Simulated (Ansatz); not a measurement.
**Al2BrH3Si: how energies converge with the basis set**

One table from this session's results is given with a row withheld; the runs are named, their logs left out.

Method: one geometry, several basis sets; program: Ansatz 0.2.0, Gaussian basis.

The runs, in order: PBE0-D4/def2-SVP; ωB97M-V/def2-SVP; PBE0-D4/def2-QZVPP; ωB97M-V/def2-QZVPP; the functionals' def2-TZVPP values are taken from earlier runs.

## Structure used throughout

The geometry comes from an earlier relaxation with PBE0-D4 in a triple-zeta def2 set; it is a stationary point, not always the lowest conformer.

7 atoms, charge 0, spin multiplicity 1.

Atoms are counted from 1 here; the program's logs count them from 0.

Bond lengths: Br1–Si2 2.402 Å, Br1–Al3 2.531 Å, Si2–Al4 2.365 Å, Si2–H5 1.498 Å, Al3–Al4 2.493 Å, Al3–H6 1.584 Å, Al4–H7 1.592 Å. Angles: Si2–Br1–Al3 62.1°, Br1–Si2–Al4 100.0°, Br1–Si2–H5 98.2°, Al4–Si2–H5 158.1°, Br1–Al3–Al4 93.2°, Br1–Al3–H6 106.8°, Al4–Al3–H6 159.0°, Si2–Al4–Al3 63.2°, Si2–Al4–H7 123.9°, Al3–Al4–H7 138.0°.

The first run:

in.yaml

```yaml
crystal:
  periodic: [false, false, false]
  atoms:
    - {symbol: Br, position_ang: [-1.283816, -1.575140, 0.986744]}
    - {symbol: Si, position_ang: [-1.016715, 0.138772, -0.674268]}
    - {symbol: Al, position_ang: [0.672296, 0.013122, 1.228091]}
    - {symbol: Al, position_ang: [1.275594, -0.137816, -1.186441]}
    - {symbol: H, position_ang: [-2.465756, 0.437960, -0.906383]}
    - {symbol: H, position_ang: [0.824791, 0.321806, 2.774415]}
    - {symbol: H, position_ang: [2.054807, 0.733297, -2.267857]}
basis:
  gaussian: {orbitals: def2-SVP}
hamiltonian: {xc: pbe0, dispersion: d4}
output: {orbitals: {seedname: orbitals}}
```

On the command line:

```sh
> ansatz run in.yaml --threads 2 --pin off --events-out ev --progress --plain --max-ram 4352MiB
```

Among the steps run: PBE0-D4 in def2-SVP; ωB97M-V in def2-SVP; PBE0-D4 in def2-QZVPP; ωB97M-V in def2-QZVPP.

One of the session's tables, all rows but one given; the rest of the session is left out.

It belongs to the step «Functionals by basis». 

```
functional       basis  HOMO (eV)  LUMO (eV)
   PBE0-D4    def2-SVP      -5.93      -2.23
   PBE0-D4  def2-TZVPP          ?          ?
   PBE0-D4  def2-QZVPP      -5.90      -2.22
   ωB97M-V    def2-SVP      -7.62      -0.49
   ωB97M-V  def2-TZVPP      -7.64      -0.53
   ωB97M-V  def2-QZVPP      -7.64      -0.60
```

**Question.** Estimate the row for PBE0-D4, def2-TZVPP.

The run gave: HOMO (eV): -5.90; LUMO (eV): -2.21.
